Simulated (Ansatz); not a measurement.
# AgWCl3: the cost of one run

Method: DFT r2SCAN, scalar-relativistic, plane waves, PAW, in Ansatz 0.2.0.

1 further run of the same task is left out (it didn't finish).

## 1. The starting structure

It takes space group P4mm (No. 99, tetragonal). The conventional cell has a = 4.581 Å, b = 4.581 Å, c = 4.638 Å, α = 90.00°, β = 90.00°, γ = 90.00°. Ag (site symmetry 4mm) has 6 Cl at 2.13 to 2.50 Å in its first shell of neighbours. W (site symmetry 4mm) is surrounded by 12 Cl at 3.21 to 3.31 Å. Around Cl (site symmetry 4mm) lie 2 Ag at 2.13 to 2.50 Å. Cl (site symmetry 2mm) is surrounded by 2 Ag at 2.29 Å and 4 W at 3.21 to 3.31 Å.

As a file:

```
CELL_PARAMETERS angstrom
4.58108 0.00000 0.00000
0.00000 4.58108 0.00000
0.00000 0.00000 4.63849
ATOMIC_POSITIONS crystal
Ag 0.50000 0.50000 0.51500
W 0.00000 0.00000 0.00000
Cl 0.50000 0.50000 0.97500
Cl 0.00000 0.50000 0.48500
Cl 0.50000 0.00000 0.48500
```

(A quick probe on a coarse mesh, which set the mesh and smearing, is not shown.)

## 3. Coarse relaxation

Contents of input.yaml:

```yaml
crystal:
  lattice:
    - [4.5810828711, 0.0, 0.0]
    - [0.0, 4.5810828711, 0.0]
    - [0.0, 0.0, 4.6384899247]
  atoms:
    - { symbol: Ag, position: [0.5, 0.5, 0.515] }
    - { symbol: W, position: [0.0, 0.0, 0.0] }
    - { symbol: Cl, position: [0.5, 0.5, 0.975] }
    - { symbol: Cl, position: [0.0, 0.5, 0.485] }
    - { symbol: Cl, position: [0.5, 0.0, 0.485] }
basis:
  ecutwfc: 500
kpoints:
  mp_grid: { grid: [4, 4, 4] }
hamiltonian:
  xc: r2scan
scf:
  occupations: { method: gaussian, width: 0.1 }
  lower_state_search: "off"
output:
  forces: true
  stress: true
  eigenvalues: true
relax:
  adjacent_minimum: "off"
  f_tol: 0.04
  max_steps: 70
  cell: { stress_tol: 0.4 }
```

Command:

```bash
$ ansatz run input.yaml --threads 1 --pin off --max-ram 2560MiB --backend cpu --events-out ev --progress --plain --runs-dir out
```

What time and memory should one allow on 1 thread of Arm Neoverse V2, shared host?

About 6.8 min, with a peak of 0.67 GiB.
